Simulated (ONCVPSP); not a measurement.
**An ONCV potential for Ho, from input to tests**

Task: generate the file, and judge it by its errors in other configurations, its logarithmic derivatives, its ghosts and its cutoff.

Program: ONCVPSP 4.0.1.1 (patched build). Reference atom: PBE, scalar-relativistic, spherical and spin-unpolarised. All values are calculated.

## Step 1: The design

The settings as typed:

```
element                 : holmium (Ho, Z = 67)
type                    : optimised norm-conserving Vanderbilt (ONCV)
frozen core             : [Kr] 4d10
valence charge          : 21
reference configuration : 4f10.5 5s2 5p6 5d0.5 6s2
partial waves           : 5s+6s: rc 2.25 bohr, ncon 4, nbas 8, qcut 4 1/bohr, 2 projectors; 5p: rc 2.10 bohr, ncon 4, nbas 8, qcut 6.2 1/bohr, 2 projectors, debl 2 Ha; 5d: rc 2.95 bohr, ncon 3, nbas 8, qcut 4.7 1/bohr, 2 projectors, debl 0.6 Ha; 4f: rc 0.85 bohr, ncon 4, nbas 9, qcut 19.4 1/bohr, 3 projectors, debl 1 Ha
local potential         : polynomial inside 0.55 bohr (lpopt 5, dvloc0 1 Ha)
core correction         : not asked for
```

The nodes and maxima of the atom's own shells, from an earlier all-electron run, set the scale for the radii.

All-electron outer shells of the reference configuration (PBE, scalar-relativistic, ld1.x):

```csv
shell,level (eV),outermost node (bohr),outermost maximum (bohr)
4d,-162.65,0.25,0.52
5s,-52.44,0.61,1.13
5p,-27.56,0.66,1.29
4f,-6.18,–,0.52
6s,-4.11,1.53,3.35
5d,-1.64,0.74,1.98
6p,-1.27,1.87,4.57
```

## Step 2: Generation

Ho.dat

```
# ATOM AND REFERENCE CONFIGURATION
# atsym  z   nc   nv     iexc    psfile
  Ho 67.00    9    5        4      upf
#
#   n    l    f
    1    0    2.00
    2    0    2.00
    2    1    6.00
    3    0    2.00
    3    1    6.00
    3    2   10.00
    4    0    2.00
    4    1    6.00
    4    2   10.00
    4    3   10.50
    5    0    2.00
    5    1    6.00
    5    2    0.50
    6    0    2.00
#
# PSEUDOPOTENTIAL AND OPTIMIZATION
# lmax
    3
#
#   l,   rc,      ep,       ncon, nbas, qcut
    0    2.25    0.00    4    8    4.00
    1    2.10    0.00    4    8    6.20
    2    2.95    0.00    3    8    4.70
    3    0.85    0.00    4    9   19.40
#
# LOCAL POTENTIAL
# lloc, lpopt,  rc(5),   dvloc0
    4    5    0.55    1.00
#
# VANDERBILT-KLEINMAN-BYLANDER PROJECTORs
# l, nproj, debl
    0    2    0.60
    1    2    2.00
    2    2    0.60
    3    3    1.00
#
# MODEL CORE CHARGE
# icmod, fcfact, rcfact
    0    0.00    0.00
#
# LOG DERIVATIVE ANALYSIS
# epsh1, epsh2, depsh
   -3.00    5.00    0.02
#
# OUTPUT GRID
# rlmax, drl
    6.00    0.01
#
# TEST CONFIGURATIONS
# ncnf
    4
# nvcnf
#   n    l    f
    5
    4    3   11.00
    5    0    2.00
    5    1    6.00
    5    2    0.00
    6    0    2.00
#
    5
    4    3   11.00
    5    0    2.00
    5    1    6.00
    5    2    0.00
    6    0    1.00
#
    5
    4    3   11.00
    5    0    2.00
    5    1    6.00
    5    2    0.00
    6    0    0.00
#
    5
    4    3   11.00
    5    0    2.00
    5    1    6.00
    5    2    1.00
    6    0    0.00
#
```

The run is started by

```
oncvpsp.x < Ho.dat > Ho.out
```

Before running it: what results should come out? Wanted: cutoffs for 1 and 0.1 mHa per electron, occupied waves; bound ghosts; GHOST(+) flags; largest phase difference near zero energy, channels read.

**Answer**, as computed:

| quantity | value |
| --- | --- |
| cutoffs for 1 and 0.1 mHa per electron, occupied waves | 163 Ha and 179 Ha |
| bound ghosts | s at -880.60 eV, p at -483.01 eV, d at -180.48 eV, f at -706458.92 eV |
| GHOST(+) flags | s at 3 eV |
| largest phase difference near zero energy, channels read | 3.108 rad |

It has a bound ghost (s, p, d, f), a state that the atom doesn't have, and that rules the file out. By its cutoff, 163 Ha for the looser tolerance, it is very hard. At the looser tolerance the 4f wave is the slowest; 5p needs 8 Ha. Of the channels read, s scatters worst near zero energy, by up to 3.11 rad. A step near π is an extra or missing state, not a misfit of shape. The pseudo curves have a pole with no partner nearby in the atom's: s at 0.11 Ha. At positive energy that is a spurious or a displaced resonance. The program also flags highly localised states, GHOST(+) (s).
